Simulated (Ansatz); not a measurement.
**AgB2Ru2: from the start to rest, part 1 of 2**

Wanted: the geometry at rest of AgB2Ru2 (a known structure type filled with other elements, at an estimated volume), relaxing cell and atoms, and its electronic structure there.

Program: Ansatz 0.2.0. Level of theory: DFT, PBE, no spin polarisation, plane waves, PAW. These are calculated values, not measurements.

## Step 1: The cell

Symmetry: I4/mmm, No. 139, tetragonal system. Conventional cell: a = 3.770 Å, b = 3.770 Å, c = 8.589 Å, α = 90.00°, β = 90.00°, γ = 90.00°. Ag (site symmetry 4/mmm) is surrounded by 2 B at 2.39 Å. Ru (site symmetry -4m2) is surrounded by 4 B at 1.90 Å. B (site symmetry 4mm) has 4 Ru at 1.90 Å and 1 Ag at 2.39 Å as nearest neighbours.

The coordinates stand in the input below.

It starts from an earlier solution of the starting cell (checkpoint.read).

## Step 2: The walk to rest

The input, input.yaml:

```yaml
crystal:
  lattice:
    - [0.0, 3.770217, 0.0]
    - [3.770217, 0.0, 0.0]
    - [1.885109, 1.885109, -4.294543]
  atoms:
    - { symbol: Ag, position: [0.0, 0.0, 0.0] }
    - { symbol: Ru, position: [0.75, 0.25, 0.5] }
    - { symbol: Ru, position: [0.25, 0.75, 0.5] }
    - { symbol: B, position: [0.278, 0.278, 0.444] }
    - { symbol: B, position: [0.722, 0.722, 0.556] }
  symmetry: { tolerance: 0.0003 }
kpoints:
  mp_grid: { grid: [7, 7, 7], shift: [0, 0, 0] }
magnetization:
  spin_polarized: false
scf:
  occupations: { method: gaussian, width: 0.2724 }
  lower_state_search: "off"
hamiltonian:
  pseudopotentials: { kind: paw }
  xc: pbe
basis:
  ecutwfc: 420
  fft_grid_basis: typed
relax:
  max_steps: 80
  cell: { p_target: 0.0 }
output:
  forces: true
  stress: true
  eigenvalues: true
  bader: true
  populations: true
  elf: true
  write_potential: true
  volumetric_format: npy
  dos:
    e_range: [-12, 8]
    de: 0.05
    projected: { site_lists: { Ag: [Ag], B: [B], Ru: [Ru] } }
checkpoint:
  read: saved_state
```

Run with:

```console
$ ansatz run input.yaml --threads 2 --pin off --max-ram 2560MiB --backend cpu --events-out ev --progress --plain --runs-dir out
```

The program printed (excerpt; [...] marks lines left out):

```text
Warning: checkpoint.read: basis.xc_grid differs: saved 1, current 2 (points along each axis for each point of the dense box; where the key is left out runs that use forces, runs that use the stress, dielectric runs by a finite field, finite-displacement phonons, runs of [...]
Warning: RAYON_NUM_THREADS=2 ignored (pool sized by the plan → 2); use --threads N
[...]
Pseudopotentials: kind: paw
Pseudopotential: Ag, paw, valence charge 19, recommended cutoff 420 eV (normal), Ag.paw.azcp
Pseudopotential: Ru, paw, valence charge 16, recommended cutoff 420 eV (normal), Ru.paw.azcp
Pseudopotential: B, paw, valence charge 3, recommended cutoff 420 eV (normal), B.paw.azcp
Functional definition: PBE
[...]
Crystal: 5 atoms, lattice volume = 61.045 Å³
Basis set: ecut = 420 eV, 1195 PW (Γ), exchange–correlation on 54×54×72 points (8 copies of the dense FFT grid, shifted against one another)
Bands: 35, of which v1, the nominal top of the filled ones, is band 29 counted from 1 (28 counted from 0)
Symmetry: 16 space group operations
Space group: I4/mmm (ITA 139), of the structure as read, at distance tolerance 1.2e-3 Å
k-points: 40 of 343
[...]
SCF iter   1: F=—  HF=-19655.732354 eV  |F-HF|=—  |Δ(HF+E_count)|=         —  Δρ=1.19e-3  dr2=9.46e-5  ethr=2.50e-7  ⟨swp⟩=4.0  Hψ=9280  notcnv=0
[...]
relax step   1: F+E_penalty+E_count = -19655.73318596 eV  Δ(F+E_penalty+E_count) = +0.000e0 eV  max|allowed force component| = 3.043e0 eV/Å  Δτ_max = 0.0000 Å  P = +58.931 GPa  Ω = 61.045 Å³  (5 SCF iters, dr2 threshold 1.00e-7 eV, accepted)
[...]
relax step   5: F+E_penalty+E_count = -19658.81052427 eV  Δ(F+E_penalty+E_count) = -5.943e-2 eV  max|allowed force component| = 2.872e-2 eV/Å  Δτ_max = 0.0131 Å  P = +1.328 GPa  Ω = 68.100 Å³  energy of the carried Pulay correction = -6.239e-3 eV  (6 SCF iters, dr2 threshold 5.00e-7 eV, accepted)
[...]
relax step   6: F+E_penalty+E_count = -19658.81229122 eV  Δ(F+E_penalty+E_count) = -1.767e-3 eV  max|allowed force component| = 1.984e-2 eV/Å  Δτ_max = 0.0028 Å  P = +0.246 GPa  Ω = 68.513 Å³  energy of the carried Pulay correction = -6.584e-3 eV  (6 SCF iters, dr2 threshold 5.00e-7 eV, accepted)
[...]
SCF iter   4: F=—  HF=-19658.812375 eV  |F-HF|=—  |Δ(HF+E_count)|=   1.85e-5  Δρ=2.39e-5  dr2=3.47e-7  ethr=7.53e-9  ⟨swp⟩=2.0  Hψ=1949  notcnv=0
```

## Step 3: More of the same log

Output, continued:

```text
iter 5 did not close the SCF: its close was put off for the readings that it lacked (scf_convergence_deferred on its scf_iter line)
SCF iter   5: F=-19658.812375 eV  HF=-19658.812375 eV  |F-HF|=4.23e-9  |Δ(HF+E_count)|=   1.15e-7  Δρ=7.48e-6  dr2=5.80e-8  ethr=6.09e-10  ⟨swp⟩=2.1  Hψ=2262  notcnv=0
SCF iter   6: F=-19658.812375 eV  HF=-19658.812375 eV  |F-HF|=2.40e-10  |Δ(HF+E_count)|=   2.19e-8  Δρ=1.89e-6  dr2=4.00e-9  ethr=1.02e-10  ⟨swp⟩=5.9  Hψ=8023  notcnv=0
SCF 7 converged in 6 iterations: F = -19658.812375 eV  dr2 = 4.00e-9
relax step   7: F+E_penalty+E_count = -19658.81237493 eV  Δ(F+E_penalty+E_count) = -8.371e-5 eV  max|allowed force component| = 1.017e-2 eV/Å  Δτ_max = 0.0077 Å  P = +0.029 GPa  Ω = 68.750 Å³  energy of the carried Pulay correction = -6.780e-3 eV  (6 SCF iters, dr2 threshold 1.61e-7 eV, accepted)
iter 1 solved again at ethr=3.09e-8 eV; its pass at ethr=3.10e-3 eV (dr2=1.76e-5 eV) is discarded
SCF iter   1: F=—  HF=-19658.812404 eV  |F-HF|=—  |Δ(HF+E_count)|=         —  Δρ=1.55e-4  dr2=1.64e-5  ethr=3.09e-8  ⟨swp⟩=2.3  Hψ=5732  notcnv=0
preconditioner: auto → Kerker (q_TF=auto, 2.644 Å⁻¹)  [metal: Δε(μ)=0.037 eV  Ē_g=6.979 eV  σ=0.272 eV  W_gap=0.08  n_scr=14 (ndim 8)  ℏωp=25.7 eV  f_vac=0.000  D(μ)=3.42/eV (n_scr^D=32)]
SCF iter   2: F=—  HF=-19658.812398 eV  |F-HF|=—  |Δ(HF+E_count)|=   5.17e-6  Δρ=8.42e-5  dr2=5.01e-6  ethr=2.87e-8  ⟨swp⟩=1.0  Hψ=1400  notcnv=0
SCF iter   3: F=—  HF=-19658.812393 eV  |F-HF|=—  |Δ(HF+E_count)|=   5.54e-6  Δρ=1.20e-5  dr2=1.44e-7  ethr=8.79e-9  ⟨swp⟩=2.1  Hψ=1698  notcnv=0
SCF iter   4: F=—  HF=-19658.812393 eV  |F-HF|=—  |Δ(HF+E_count)|=   3.99e-8  Δρ=4.18e-6  dr2=1.21e-8  ethr=2.53e-10  ⟨swp⟩=2.1  Hψ=2121  notcnv=0
iter 5 did not close the SCF: its close was put off for the readings that it lacked (scf_convergence_deferred on its scf_iter line)
SCF iter   5: F=-19658.812393 eV  HF=-19658.812393 eV  |F-HF|=1.04e-9  |Δ(HF+E_count)|=   1.15e-9  Δρ=1.42e-6  dr2=1.76e-9  ethr=2.13e-11  ⟨swp⟩=2.0  Hψ=2362  notcnv=0
SCF iter   6: F=-19658.812393 eV  HF=-19658.812393 eV  |F-HF|=6.91e-11  |Δ(HF+E_count)|=  2.18e-10  Δρ=3.79e-7  dr2=1.71e-10  ethr=3.10e-12  ⟨swp⟩=4.9  Hψ=7425  notcnv=0
the search or the solves at the SCF's close seem to have found levels that the self-consistency loop had missed (the run counts 1). By its estimate they hold under 1e-12 electrons; where the run keeps them, the occupations were computed again with them
SCF 8 converged in 6 iterations: F = -19658.812393 eV  dr2 = 1.71e-10
relax step   8: F+E_penalty+E_count = -19658.81239282 eV  Δ(F+E_penalty+E_count) = -1.788e-5 eV  max|allowed force component| = 1.097e-3 eV/Å  Δτ_max = 0.0018 Å  P = -0.011 GPa  Ω = 68.750 Å³  energy of the carried Pulay correction = -6.780e-3 eV  (6 SCF iters, dr2 threshold 6.46e-9 eV, accepted)
Initial wavefunctions: pseudopotential atomic-orbital guess (no wavefunctions were taken with the density)
iter 1 solved again at ethr=1.93e-7 eV; its pass at ethr=3.10e-3 eV (dr2=1.10e-4 eV) is discarded
SCF iter   1: F=—  HF=-19658.819907 eV  |F-HF|=—  |Δ(HF+E_count)|=         —  Δρ=4.87e-4  dr2=1.19e-5  ethr=1.93e-7  ⟨swp⟩=3.4  Hψ=8326  notcnv=0
SCF iter   2: F=—  HF=-19658.820233 eV  |F-HF|=—  |Δ(HF+E_count)|=   3.25e-4  Δρ=2.51e-4  dr2=2.97e-6  ethr=2.10e-8  ⟨swp⟩=2.3  Hψ=2526  notcnv=0
SCF iter   3: F=—  HF=-19658.820336 eV  |F-HF|=—  |Δ(HF+E_count)|=   1.03e-4  Δρ=2.10e-5  dr2=4.87e-8  ethr=5.21e-9  ⟨swp⟩=2.0  Hψ=1969  notcnv=0
SCF iter   4: F=—  HF=-19658.820337 eV  |F-HF|=—  |Δ(HF+E_count)|=   4.18e-7  Δρ=2.95e-6  dr2=4.31e-9  ethr=8.54e-11  ⟨swp⟩=2.0  Hψ=2478  notcnv=0
SCF iter   5: F=—  HF=-19658.820337 eV  |F-HF|=—  |Δ(HF+E_count)|=   1.68e-9  Δρ=4.85e-7  dr2=2.69e-10  ethr=7.56e-12  ⟨swp⟩=2.0  Hψ=1901  notcnv=0
SCF iter   6: F=-19658.820337 eV  HF=-19658.820337 eV  |F-HF|=3.64e-12  |Δ(HF+E_count)|=  5.09e-11  Δρ=1.27e-7  dr2=1.59e-11  ethr=1.00e-12  ⟨swp⟩=6.0  Hψ=6317  notcnv=0
SCF 9 converged in 6 iterations: F = -19658.820337 eV  dr2 = 1.59e-11
relax step   9: F+E_penalty+E_count = -19658.82033660 eV  Δ(F+E_penalty+E_count) = -7.944e-3 eV  max|allowed force component| = 2.848e-3 eV/Å  Δτ_max = 0.0000 Å  P = +0.062 GPa  Ω = 68.750 Å³  stress off target by 7.36e-2 GPa  SCF on the basis re-selected at this cell (its energy is not comparable with the rows above)  (6 SCF iters)
basis re-selected at this cell: Δ(F+E_penalty+E_count) = -7.944e-3 eV, ΔP = +0.074 GPa vs the last step (what re-selecting the basis moved, of the pressure what is left beyond the Pulay correction that the steps carried, after the strain that the cell walked since its last selection, with what the two solves' SCF thresholds leave and, on support functions, any second-order correction that the steps lacked; it is no measure of the basis error at this ecutwfc). This SCF's stress stands 7.36e-2 GPa from its target on what of the cell is left free (relax.cell.stress_tol is 5.00e-2 GPa) and its largest allowed force component is 2.85e-3 eV/Å (relax.f_tol is 1.00e-2 eV/Å): not within both, so this SCF does not close the relaxation
Crystal: 5 atoms, lattice volume = 68.794 Å³
iter 1 solved again at ethr=3.93e-8 eV; its pass at ethr=3.10e-3 eV (dr2=2.24e-5 eV) is discarded
SCF iter   1: F=—  HF=-19658.820340 eV  |F-HF|=—  |Δ(HF+E_count)|=         —  Δρ=1.60e-4  dr2=2.33e-5  ethr=3.93e-8  ⟨swp⟩=2.1  Hψ=5784  notcnv=0
preconditioner: auto → Kerker (q_TF=auto, 2.644 Å⁻¹)  [metal: Δε(μ)=0.041 eV  Ē_g=6.977 eV  σ=0.272 eV  W_gap=0.09  n_scr=14 (ndim 8)  ℏωp=25.7 eV  f_vac=0.000  D(μ)=3.43/eV (n_scr^D=32)]
SCF iter   2: F=—  HF=-19658.820337 eV  |F-HF|=—  |Δ(HF+E_count)|=   3.25e-6  Δρ=8.46e-5  dr2=6.42e-6  ethr=3.93e-8  ⟨swp⟩=1.0  Hψ=1401  notcnv=0
SCF iter   3: F=—  HF=-19658.820316 eV  |F-HF|=—  |Δ(HF+E_count)|=   2.14e-5  Δρ=1.29e-5  dr2=1.49e-7  ethr=1.13e-8  ⟨swp⟩=2.0  Hψ=1913  notcnv=0
iter 4 did not close the SCF: its close was put off for the readings that it lacked (scf_convergence_deferred on its scf_iter line)
SCF iter   4: F=-19658.820316 eV  HF=-19658.820316 eV  |F-HF|=5.20e-10  |Δ(HF+E_count)|=   8.88e-9  Δρ=4.13e-6  dr2=1.20e-8  ethr=2.61e-10  ⟨swp⟩=2.0  Hψ=1947  notcnv=0
iter 5 did not close the SCF: its close was put off for the readings that it lacked (scf_convergence_deferred on its scf_iter line)
SCF iter   5: F=-19658.820316 eV  HF=-19658.820316 eV  |F-HF|=4.07e-10  |Δ(HF+E_count)|=   2.02e-9  Δρ=1.32e-6  dr2=2.19e-9  ethr=2.11e-11  ⟨swp⟩=2.0  Hψ=2252  notcnv=0
SCF iter   6: F=-19658.820316 eV  HF=-19658.820316 eV  |F-HF|=3.64e-11  |Δ(HF+E_count)|=  4.37e-10  Δρ=3.56e-7  dr2=1.59e-10  ethr=3.84e-12  ⟨swp⟩=5.0  Hψ=7266  notcnv=0
SCF 10 converged in 6 iterations: F = -19658.820316 eV  dr2 = 1.59e-10
relax step  10: F+E_penalty+E_count = -19658.82031587 eV  Δ(F+E_penalty+E_count) = +2.074e-5 eV  max|allowed force component| = 1.231e-4 eV/Å  Δτ_max = 0.0012 Å  P = +0.002 GPa  Ω = 68.794 Å³  energy of the carried Pulay correction = -3.342e-5 eV  (6 SCF iters, dr2 threshold 1.36e-8 eV, accepted)
iter 1 solved again at ethr=2.01e-7 eV; its pass at ethr=3.10e-3 eV (dr2=1.14e-4 eV) is discarded
SCF iter   1: F=—  HF=-19658.820366 eV  |F-HF|=—  |Δ(HF+E_count)|=         —  Δρ=2.33e-6  dr2=1.39e-9  ethr=2.01e-7  ⟨swp⟩=3.4  Hψ=8288  notcnv=0
eigensolver tolerance schedule: the retry pair's looser diagonalisation over-reported the residual by 82444.21 of it (diagonalisation noise at an unbounded share of the residual, at the tolerance the schedule requests for it); recorded, not acted on — ethr = c·dr2/N_el stays at c = 1.0e-1
preconditioner: auto → Kerker (q_TF=auto, 2.644 Å⁻¹)  [metal: Δε(μ)=0.041 eV  Ē_g=6.976 eV  σ=0.272 eV  W_gap=0.08  n_scr=14 (ndim 8)  ℏωp=25.7 eV  f_vac=0.000  D(μ)=3.43/eV (n_scr^D=32)]
SCF iter   2: F=—  HF=-19658.820350 eV  |F-HF|=—  |Δ(HF+E_count)|=   1.62e-5  Δρ=1.52e-6  dr2=6.80e-10  ethr=2.43e-12  ⟨swp⟩=4.0  Hψ=4147  notcnv=0
SCF iter   3: F=—  HF=-19658.820350 eV  |F-HF|=—  |Δ(HF+E_count)|=  4.00e-11  Δρ=8.41e-7  dr2=2.01e-10  ethr=1.19e-12  ⟨swp⟩=1.0  Hψ=1400  notcnv=0
iter 4 did not close the SCF: its close was put off for the readings that it lacked (scf_convergence_deferred on its scf_iter line)
SCF iter   4: F=-19658.820350 eV  HF=-19658.820350 eV  |F-HF|=0.00e0  |Δ(HF+E_count)|=  5.09e-11  Δρ=1.27e-7  dr2=1.01e-11  ethr=1.00e-12  ⟨swp⟩=1.0  Hψ=1400  notcnv=0
iter 5 did not close the SCF: its close was put off for the readings that it lacked (scf_convergence_deferred on its scf_iter line)
SCF iter   5: F=-19658.820350 eV  HF=-19658.820350 eV  |F-HF|=7.28e-12  |Δ(HF+E_count)|=  7.28e-12  Δρ=7.04e-8  dr2=3.13e-12  ethr=1.00e-12  ⟨swp⟩=1.0  Hψ=1400  notcnv=0
iter 6 did not close the SCF: its close was put off for the readings that it lacked (scf_convergence_deferred on its scf_iter line)
SCF iter   6: F=-19658.820350 eV  HF=-19658.820350 eV  |F-HF|=3.64e-12  |Δ(HF+E_count)|=  7.28e-12  Δρ=2.63e-8  dr2=6.18e-13  ethr=1.00e-12  ⟨swp⟩=1.0  Hψ=1400  notcnv=0
iter 7 did not close the SCF: its close was put off for the readings that it lacked (scf_convergence_deferred on its scf_iter line)
SCF iter   7: F=-19658.820350 eV  HF=-19658.820350 eV  |F-HF|=0.00e0  |Δ(HF+E_count)|=  7.28e-12  Δρ=1.39e-8  dr2=1.10e-13  ethr=1.00e-12  ⟨swp⟩=1.0  Hψ=1400  notcnv=0
SCF iter   8: F=-19658.820350 eV  HF=-19658.820350 eV  |F-HF|=3.64e-12  |Δ(HF+E_count)|=  3.64e-12  Δρ=7.02e-9  dr2=2.88e-14  ethr=1.00e-12  ⟨swp⟩=3.0  Hψ=4465  notcnv=0
SCF 11 converged in 8 iterations: F = -19658.820350 eV  dr2 = 2.88e-14
relax step  11: F+E_penalty+E_count = -19658.82035011 eV  Δ(F+E_penalty+E_count) = -3.424e-5 eV  max|allowed force component| = 1.325e-4 eV/Å  Δτ_max = 0.0000 Å  P = +0.002 GPa  Ω = 68.794 Å³  stress off target by 2.05e-3 GPa  SCF on the basis re-selected at this cell (its energy is not comparable with the rows above)  (8 SCF iters)
basis re-selected at this cell: Δ(F+E_penalty+E_count) = -3.424e-5 eV, ΔP = -0.000 GPa vs the last step (what re-selecting the basis moved, of the pressure what is left beyond the Pulay correction that the steps carried, after the strain that the cell walked since its last selection, with what the two solves' SCF thresholds leave and, on support functions, any second-order correction that the steps lacked; it is no measure of the basis error at this ecutwfc). This SCF's stress stands 2.05e-3 GPa from its target on what of the cell is left free (relax.cell.stress_tol is 5.00e-2 GPa) and its largest allowed force component is 1.33e-4 eV/Å (relax.f_tol is 1.00e-2 eV/Å): within both
SCF converged after 8 iterations
Free energy (F): -19658.820350 eV
Harris-Foulkes:  -19658.820350 eV  (|F-HF|=3.64e-12)
Internal energy: -19658.693248 eV  (E = F + TS)
E sigma→0 (E₀):  -19658.756799 eV
Entropy (-TS):   -0.127102 eV (-25.420 meV/atom)
Fermi energy:    14.544173 eV
--- Per-component energies (eV) ---
  E_band       = -597.165321
  E_kinetic    = 1646.695176
  E_local      = -6382.471686  (includes V_loc(G=0)·N_el)
  E_nonlocal   = 793.375055
  E_hartree    = 2496.233665
  E_xc         = -627.473681
  E_vxc        = -785.895602  (∫ρ·V_xc dr)
  E_paw        = -10981.574592  (= ΣΔE_a)
  E_vpaw       = -861.335587  (= ΣTr[D̂ρ^β])
  E_aug_tail   = -0.000001  (compensation charges beyond the density's cutoff)
  E_ewald      = -6603.477184
  E_smearing   = -0.127102  (= −TS)
  E_closure    = -0.000000  (closes the sum)
  Σ components = -19658.820350   (vs F -19658.820350, Δ=0.00e0)
--- Forces (eV/Å), atoms counted from 1 ---
  atom   1  Ag     0.00000000     0.00000000     0.00000000
  atom   2  Ru     0.00000000     0.00000000    -0.00000000
  atom   3  Ru    -0.00000000    -0.00000000     0.00000000
  atom   4  B      0.00000000     0.00000000    -0.00013253
  atom   5  B     -0.00000000    -0.00000000     0.00013253
  max |Σ_I F_I| component: 1.04e-17 eV/Å
--- Stress (GPa, compression-positive) ---
        0.002049      -0.000000       0.000000
       -0.000000       0.002049       0.000000
        0.000000       0.000000       0.001705
  P = ⅓ Tr σ = 0.0019 GPa (0.019 kbar)
--- Band table (eV; the first three rows and the last of 40) ---
  k-point 0: bands = ["-76.7198", "-57.8445", "-57.7631", "-40.2507", "-40.1772", "-40.1772", "-28.1425", "-28.1425", "-27.7629", "-27.7629", "-27.6984", "-27.6105", "4.8580", "6.5742", "9.4145", "10.1364", "10.6186", "10.6186", "10.6929", "10.6929", "10.6963", "11.4445", "11.5679", "12.9771", "13.0424", "13.0424", "14.4498", "14.6666", "16.4948", "16.6673", "16.6673", "16.6897", "19.4926", "20.0212", "20.0212"]
  k-point 1: bands = ["-76.7198", "-57.8445", "-57.7631", "-40.2507", "-40.1772", "-40.1772", "-28.1424", "-28.1424", "-27.7629", "-27.7629", "-27.6989", "-27.6103", "4.9468", "6.5087", "9.5095", "10.1733", "10.2212", "10.2212", "10.6324", "11.2040", "11.2040", "11.3528", "11.3981", "12.8691", "13.0115", "13.0115", "14.4956", "14.6728", "16.4466", "16.4466", "16.4947", "16.8462", "19.8587", "20.1020", "20.1020"]
  k-point 2: bands = ["-76.7198", "-57.8445", "-57.7631", "-40.2505", "-40.1773", "-40.1773", "-28.1423", "-28.1423", "-27.7629", "-27.7629", "-27.6999", "-27.6098", "5.1684", "6.3749", "9.5952", "9.9270", "9.9270", "10.2681", "10.4964", "11.0403", "11.2820", "11.7996", "11.7996", "12.6097", "12.9338", "12.9338", "14.5889", "14.6872", "15.9356", "15.9356", "16.4945", "17.3252", "20.1164", "20.2869", "20.2869"]
  k-point 39: bands = ["-76.7198", "-57.8056", "-57.8016", "-40.2505", "-40.1784", "-40.1783", "-28.1964", "-28.1788", "-27.7378", "-27.7186", "-27.6571", "-27.6531", "7.6885", "8.7312", "8.7687", "8.7784", "9.9524", "10.5599", "10.8510", "11.0325", "11.0419", "11.1617", "11.4105", "12.0313", "12.0533", "12.6692", "14.1543", "14.4050", "14.7041", "15.9359", "16.4067", "16.9841", "17.5201", "18.4325", "19.4401"]
--- Relaxed structure (9 steps of the walk, 9 accepted, 2 SCFs on fresh bases) ---
  F+E_penalty+E_count = -19658.82035011 eV   max|allowed force component| = 1.325e-4 eV/Å   (the final SCF, on the basis selected at the relaxed cell)
  cell:  # Å, volume = 68.7941 Å³
    - [-6.667262414835361e-15, 3.9333360618373594, 2.2897291172356502e-7]
    - [3.9333360618373594, -6.6672624006544735e-15, 2.2897291170352536e-7]
    - [1.9666682897710623, 1.9666682897710623, -4.446610581392056]
  atoms:
    - { symbol: Ag, position: [5.049254520837114e-21, 5.049116025424484e-21, -1.0098417200486752e-20] }
    - { symbol: Ru, position: [0.75, 0.25, 0.5] }
    - { symbol: Ru, position: [0.25, 0.75, 0.5] }
    - { symbol: B, position: [0.32689206275830385, 0.32689206275830385, 0.34621587448339247] }
    - { symbol: B, position: [0.6731079372416962, 0.6731079372416962, 0.6537841255166077] }
--- Löwdin populations: 5 sites ---
  site symbol       q [e]
     0     Ag     18.3387
     1     Ru     15.7156
     2     Ru     15.7156
     3      B      3.5179
     4      B      3.5179
  spilling = 0.003408 (of n_electrons = 57.000000)
--- Bader charges: 5 sites ---
  site symbol  charge [e]  shift [e]
     0     Ag      0.2175     0.0000
     1     Ru     -0.0263     0.0062
     2     Ru     -0.0263     0.0062
     3      B     -0.0824     0.0062
     4      B     -0.0825     0.0062
  estimated error of the sums over rays = 7.3e-4 e
```

Run time: 75 s. Hardware: 2 threads of an x86-64 CPU, shared host; peak memory 0.48 GiB.

Step by step:

| step | energy from step 1 (eV/cell) | largest force component (eV/Å) | pressure (GPa) | volume (Å³) |
| --- | --- | --- | --- | --- |
| 1 | 0.0000 | 3.0431 | 58.93 | 61.04 |
| 2 | -2.2582 | 1.7456 | 17.39 | 68.03 |
| 3 | -2.8909 | 0.7130 | 2.80 | 68.10 |
| 4 | -3.0179 | 0.3157 | -4.75 | 69.23 |
| 5 | -3.0773 | 0.0287 | 1.33 | 68.10 |
| 6 | -3.0791 | 0.0198 | 0.25 | 68.51 |
| 7 | -3.0792 | 0.0102 | 0.03 | 68.75 |
| 8 | -3.0792 | 0.0011 | -0.01 | 68.75 |
| 9 | -3.0872 | 0.0028 | 0.06 | 68.75 |
| 10 | -3.0871 | 0.0001 | 0.00 | 68.79 |
| 11 | -3.0872 | 0.0001 | 0.00 | 68.79 |

Step 1 is the start. Steps 9, 11 repeat the geometry before on a plane-wave basis chosen anew for that cell, so the energy can jump there without any move; the table keeps such jumps.

| input's cell | before | after | change |
| --- | --- | --- | --- |
| a (Å) | 3.770 | 3.933 | +4.3 % |
| b (Å) | 3.770 | 3.933 | +4.3 % |
| c (Å) | 5.055 | 5.245 | +3.8 % |
| α (°) | 68.10 | 67.98 | -0.13° |
| β (°) | 68.10 | 67.98 | -0.13° |
| volume (Å³/atom) | 12.21 | 13.76 | +12.7 % |

The largest move, 0.43 Å, apart from the change of the cell, is shared by several atoms, B5 among them.

## Step 4: Density of states

States per cell by energy window, from dos.tsv and pdos.tsv (tetrahedra; eV from the Fermi level):

| from | to | total | Ag d | B s | B p | Ru d |
| --- | --- | --- | --- | --- | --- | --- |
| -4.5 | -4.0 | 3.96 | 2.00 | 0.05 | 0.48 | 1.29 |
| -4.0 | -3.5 | 4.03 | 2.57 | 0.04 | 0.36 | 0.96 |
| -3.5 | -3.0 | 3.87 | 1.71 | 0.04 | 0.57 | 1.44 |
| -3.0 | -2.5 | 3.05 | 1.15 | 0.06 | 0.42 | 1.28 |
| -2.5 | -2.0 | 2.54 | 0.54 | 0.08 | 0.56 | 1.24 |
| -2.0 | -1.5 | 1.85 | 0.15 | 0.04 | 0.38 | 1.16 |
| -1.5 | -1.0 | 1.71 | 0.08 | 0.03 | 0.33 | 1.17 |
| -1.0 | -0.5 | 1.58 | 0.14 | 0.03 | 0.14 | 1.21 |
| -0.5 | 0.0 | 2.44 | 0.15 | 0.01 | 0.09 | 2.12 |
| 0.0 | 0.5 | 0.89 | 0.05 | 0.02 | 0.05 | 0.73 |
| 0.5 | 1.0 | 0.59 | 0.02 | 0.04 | 0.12 | 0.36 |
| 1.0 | 1.5 | 0.68 | 0.02 | 0.05 | 0.21 | 0.33 |
| 1.5 | 2.0 | 0.70 | 0.02 | 0.07 | 0.26 | 0.29 |
| 2.0 | 2.5 | 0.51 | 0.01 | 0.04 | 0.21 | 0.18 |

## Step 5: How the electrons are shared

By element, from the tables in the log (a charge is positive for electrons lost): Löwdin charges also hold the electrons that the projection spills.

| element | atoms | Bader charge (e) | Bader volume (Å³) | Löwdin charge (e) |
| --- | --- | --- | --- | --- |
| Ag | 1 | +0.22 | 18.5 | +0.66 |
| Ru | 2 | -0.03 | 15.5 | +0.29 |
| B | 2 | -0.08 | 9.7 | -0.52 |

The Löwdin projection spills 0.3 % of the electrons and depends on the orbitals chosen; where it disagrees with Bader's partition, neither is an observable.

(Continued in part 2 of 2.)
